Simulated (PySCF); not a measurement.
# RuS₂: relaxation and vibrations of the triplet

The runs use PySCF 2.14.0; PBE0, basis Ru def2-SVP with ECP28, S def2-SVP, scalar-relativistic core potentials, no spin–orbit coupling, density fitting.

## 1. The starting structure

3 atoms, charge 0, spin multiplicity 3.

Bond lengths: Ru1–S2 2.348 Å, S2–S3 2.047 Å. Angles: Ru1–S2–S3 119.9°.

Coordinates in bohr (charge 0 multiplicity 3):
```
Ru    0.0000    0.0000    0.0000
S     0.0000    0.0000    4.4378
S     3.3539    0.0000    6.3654
```

## 2. The SCF at the typed geometry

The steps below are one call of a driver around PySCF. For each, scf.py gives the equivalent set-up of the SCF; relaxations use the driver's own optimiser. After this first run the driver tries any further starts and a stability analysis.

The input, scf.py:

```python
from pyscf import gto, scf, dft
mol = gto.M(atom='''
Ru     0.000000     0.000000     0.000000
S      0.000000     0.000000     2.348400
S      1.774800     0.000000     3.368400''',
    basis={'Ru': 'def2-SVP', 'S': 'def2-SVP'},
    ecp={'Ru': 'def2-SVP'},
    charge=0, spin=2)
mf = dft.UKS(mol, xc='PBE0')
mf.grids.atom_grid = (50, 194)
aux = {'Ru': 'def2-universal-JKFIT', 'S': 'def2-universal-JKFIT'}
mf = mf.density_fit(auxbasis=aux)
mf.conv_tol = 1e-08
mf.diis_space = 10
mf.max_cycle = 60
mf.init_guess = 'minao'
mf.verbose = 4
mf.kernel()
```

Launch:

```sh
> OMP_NUM_THREADS=2 python axn.py task.json out
```

**Question.** How long does this step take on 2 threads of Arm Neoverse V2, shared host?

About 12 s, with a peak of 0.33 GiB.
